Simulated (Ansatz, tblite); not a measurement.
**NbSe(OH)3 (H₃NbO₃Se): a ladder of methods and basis sets**

How do method and basis change the picture of NbSe(OH)3 (H₃NbO₃Se) (singlet)?

The runs use Ansatz 0.2.0, Gaussian basis; as each input shows.

Levels to be run: GFN1-xTB, GFN2-xTB, PBE-D4/def2-TZVP, r2SCAN-D4/def2-TZVP, PBE-QIDH/def2-TZVP, LC-ωPBE/def2-TZVP, HSE06-D4/def2-TZVP, B2PLYP/def2-TZVP, B97M-V/def2-TZVP, HF/def2-TZVP, BLYP-D4/def2-TZVP, PBE-D4/def2-SVP, PBE0-D4/def2-SVP, CCSD(T)/def2-SVP, MP2/def2-TZVP, RPA/def2-TZVP.

## Step 1: The relaxed structure

The singlet was relaxed beforehand with r2SCAN-D4/def2-SVP.

8 atoms, charge 0, spin multiplicity 1.

Bond lengths: Nb1–Se2 2.298 Å, Nb1–O3 1.887 Å, Nb1–O5 1.887 Å, Nb1–O7 1.887 Å, O3–H4 0.965 Å, O5–H6 0.965 Å, O7–H8 0.965 Å. Angles: Se2–Nb1–O3 110.1°, Se2–Nb1–O5 110.1°, Se2–Nb1–O7 110.1°, O3–Nb1–O5 108.9°, O3–Nb1–O7 108.9°, O5–Nb1–O7 108.9°, Nb1–O3–H4 133.3°, Nb1–O5–H6 133.5°, Nb1–O7–H8 133.4°.

Formally the metal is d0. Nb takes a core potential in the def2 sets. No spin-orbit coupling is included.

PBE0-D4/def2-TZVP was run before; its log isn't repeated, and its numbers join the tables.

## Step 2: GFN1-xTB

Tight binding, by tblite at 300 K electronic temperature and without a spin-polarisation term:

```python
tblite.interface.Calculator('GFN1-xTB', numbers, positions, charge=0, uhf=0).singlepoint()
```

Energy -572.5522 eV, HOMO -10.22 eV, LUMO -8.14 eV; 0.013 s.

## Step 3: GFN2-xTB

Tight binding, by tblite at 300 K electronic temperature and without a spin-polarisation term:

```python
tblite.interface.Calculator('GFN2-xTB', numbers, positions, charge=0, uhf=0).singlepoint()
```

Energy -513.0094 eV, HOMO -11.19 eV, LUMO -8.34 eV; 0.01 s.

## Step 4: PBE-D4/def2-TZVP

start.molden holds the orbitals of an earlier run on this state, given as this run's starting guess.

in.yaml reads:

```yaml
crystal:
  periodic: [false, false, false]
  atoms:
    - {symbol: Nb, position_ang: [0.000046, 0.000565, 0.036953]}
    - {symbol: Se, position_ang: [0.032317, 0.025482, 2.334310]}
    - {symbol: O, position_ang: [1.740842, 0.274565, -0.637581]}
    - {symbol: H, position_ang: [2.599041, 0.414928, -0.218915]}
    - {symbol: O, position_ang: [-1.127169, 1.368193, -0.610451]}
    - {symbol: H, position_ang: [-1.665498, 2.043878, -0.180216]}
    - {symbol: O, position_ang: [-0.639908, -1.662331, -0.583906]}
    - {symbol: H, position_ang: [-0.939670, -2.465280, -0.140203]}
basis:
  gaussian: {orbitals: def2-TZVP, initial_orbitals: start.molden}
hamiltonian: {xc: pbe, dispersion: d4}
scf: {omitted_lower_state_checks: [starts]}
output: {orbitals: {seedname: orbitals}}
```

On the command line:

```bash
$ ansatz run in.yaml --threads 4 --pin off --events-out ev --progress --plain --max-ram 3916MiB
```

Further steps of the session: r2SCAN-D4/def2-TZVP; PBE-QIDH/def2-TZVP; LC-ωPBE/def2-TZVP; HSE06-D4/def2-TZVP; B2PLYP/def2-TZVP; B97M-V/def2-TZVP; HF/def2-TZVP; BLYP-D4/def2-TZVP; PBE-D4/def2-SVP; PBE0-D4/def2-SVP; CCSD(T)/def2-SVP; MP2/def2-TZVP; RPA/def2-TZVP.

Before running them: what should the planned runs give, taken together? Wanted: gap in def2-TZVP, named functionals and Hartree-Fock, smallest and largest; correlation energy, CCSD(T)/def2-SVP; correlation energy, MP2/def2-TZVP; binding an atom, CCSD(T)/def2-SVP; PBE0 total energy, smallest basis above largest.

**Answer**, as computed:

| quantity | value |
| --- | --- |
| gap in def2-TZVP, named functionals and Hartree-Fock, smallest and largest | 3.56 eV (BLYP-D4), 11.06 eV (HF) |
| correlation energy, CCSD(T)/def2-SVP | -31.74 eV |
| correlation energy, MP2/def2-TZVP | -38.28 eV |
| binding an atom, CCSD(T)/def2-SVP | 4.032 eV |
| PBE0 total energy, smallest basis above largest | 15.86 eV (def2-SVP, def2-TZVP) |

**Reading.** Over the named functionals and Hartree-Fock in def2-TZVP the gap runs from 3.56 eV (BLYP-D4) to 11.06 eV (HF); exact exchange widens it. The functionals in def2-TZVP miss CCSD(T)/def2-SVP by +0.111 (LC-ωPBE) to +0.398 eV (PBE-D4) an atom. The yardstick is in a double-zeta basis, so levels in larger sets aren't compared like for like. CCSD(T)/def2-SVP isn't at the basis-set limit; small misses against it rank nothing.
